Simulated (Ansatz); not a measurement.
# Al3BN2: the cost of one run

Method: DFT PBE, scalar-relativistic, plane waves, PAW, in Ansatz 0.2.0.

## Step 1: The system as given

The structure is trigonal, space group P-3m1 (No. 164). Conventional cell: a = 3.115 Å, b = 3.115 Å, c = 7.952 Å, α = 90.00°, β = 90.00°, γ = 120.00°. Al (site symmetry 3m) is surrounded by 3 B at 2.23 Å and 3 N at 2.25 Å. Al (site symmetry -3m) has 6 N at 2.22 Å as nearest neighbours. B (site symmetry -3m) is surrounded by 6 Al at 2.23 Å. Around N (site symmetry 3m) lie 6 Al at 2.22 to 2.25 Å.

Coordinates:

```cif
data_structure
_symmetry_space_group_name_H-M 'P-3m1'
_symmetry_Int_Tables_number 164
_cell_length_a 3.1152
_cell_length_b 3.1152
_cell_length_c 7.9520
_cell_angle_alpha 90.000
_cell_angle_beta 90.000
_cell_angle_gamma 120.000
_cell_volume 66.83
loop_
_atom_site_label
_atom_site_type_symbol
_atom_site_symmetry_multiplicity
_atom_site_Wyckoff_symbol
_atom_site_fract_x
_atom_site_fract_y
_atom_site_fract_z
_atom_site_occupancy
Al1 Al 2 d 0.33333 0.66667 0.66500 1
Al2 Al 1 a 0.00000 0.00000 0.00000 1
B1 B 1 b 0.00000 0.00000 0.50000 1
N1 N 2 d 0.33333 0.66667 0.16470 1
```

Recipe of the guess: species swapped into a database cell of NaFe2O3 (P-3m1, No. 164), with B on the Na sites, N on the Fe sites and Al on the O sites. The dimensions are guesses.

## Step 2: Probe: one point on a coarse mesh

File input.yaml:

```yaml
crystal:
  lattice:
    - [3.11515103, 0.0, 0.0]
    - [-1.55757552, 2.69779993, 0.0]
    - [0.0, 0.0, 7.95196675]
  atoms:
    - { symbol: Al, position: [0.33333333, 0.66666667, 0.66500002] }
    - { symbol: Al, position: [0.66666667, 0.33333333, 0.33499998] }
    - { symbol: Al, position: [0.0, 0.0, 0.0] }
    - { symbol: B, position: [0.0, 0.0, 0.5] }
    - { symbol: "N", position: [0.33333333, 0.66666667, 0.1647] }
    - { symbol: "N", position: [0.66666667, 0.33333333, 0.8353] }
basis:
  ecutwfc: 420
kpoints:
  mp_grid: { grid: [6, 6, 2] }
hamiltonian:
  xc: pbe
scf:
  occupations: { method: gaussian, width: 0.1 }
  lower_state_search: "off"
output:
  forces: true
  stress: true
  eigenvalues: true
```

Run with:

```console
> ansatz run input.yaml --threads 1 --pin off --max-ram 2560MiB --backend cpu --events-out ev --progress --plain --runs-dir out
```

**Question.** How long does this run take on 1 thread of Intel Xeon at 2.70GHz, shared host, and how much memory does it need?

About 1.6 s, with a peak of 0.33 GiB.
